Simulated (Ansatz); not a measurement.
# AgWCl3: the cost of one run

Method: DFT r2SCAN, scalar-relativistic, plane waves, PAW, in Ansatz 0.2.0.

1 further run of the same task is left out (set aside as unsound or not needed).

### Step 1. The structure to begin with

It takes space group Pm-3m (No. 221, cubic). Conventional cell: a = 4.753 Å, b = 4.753 Å, c = 4.753 Å, α = 90.00°, β = 90.00°, γ = 90.00°. Ag (site symmetry m-3m) has 12 Cl at 3.36 Å in its first shell of neighbours. Around W (site symmetry m-3m) lie 6 Cl at 2.38 Å. Cl (site symmetry 4/mmm) has 2 W at 2.38 Å and 4 Ag at 3.36 Å in its first shell of neighbours.

Structure file:

```
CELL_PARAMETERS angstrom
4.75274 0.00000 0.00000
0.00000 4.75274 0.00000
0.00000 0.00000 4.75274
ATOMIC_POSITIONS crystal
Ag 0.00000 0.00000 0.00000
W 0.50000 0.50000 0.50000
Cl 0.00000 0.50000 0.50000
Cl 0.50000 0.00000 0.50000
Cl 0.50000 0.50000 0.00000
```

(A quick probe on a coarse mesh, which set the mesh and smearing, is not shown.)

### Step 3. The relaxation

Contents of input.yaml:

```yaml
crystal:
  lattice:
    - [4.7527385517, 0.0, 0.0]
    - [0.0, 4.7527385517, 0.0]
    - [0.0, 0.0, 4.7527385517]
  atoms:
    - { symbol: Ag, position: [0.0, 0.0, 0.0] }
    - { symbol: W, position: [0.5, 0.5, 0.5] }
    - { symbol: Cl, position: [0.0, 0.5, 0.5] }
    - { symbol: Cl, position: [0.5, 0.0, 0.5] }
    - { symbol: Cl, position: [0.5, 0.5, 0.0] }
basis:
  ecutwfc: 500
kpoints:
  mp_grid: { grid: [8, 8, 8] }
hamiltonian:
  xc: r2scan
scf:
  occupations: { method: gaussian, width: 0.1 }
output:
  forces: true
  stress: true
  eigenvalues: true
relax:
  adjacent_minimum: "off"
  f_tol: 0.01
  max_steps: 80
  cell: { stress_tol: 0.05 }
```

Run with:

```sh
$ ansatz run input.yaml --threads 1 --pin off --max-ram 2560MiB --backend cpu --events-out ev --progress --plain --runs-dir out
```

What time and memory should one allow on 1 thread of Arm Neoverse V2, shared host?

About 72 s, with a peak of 0.64 GiB.
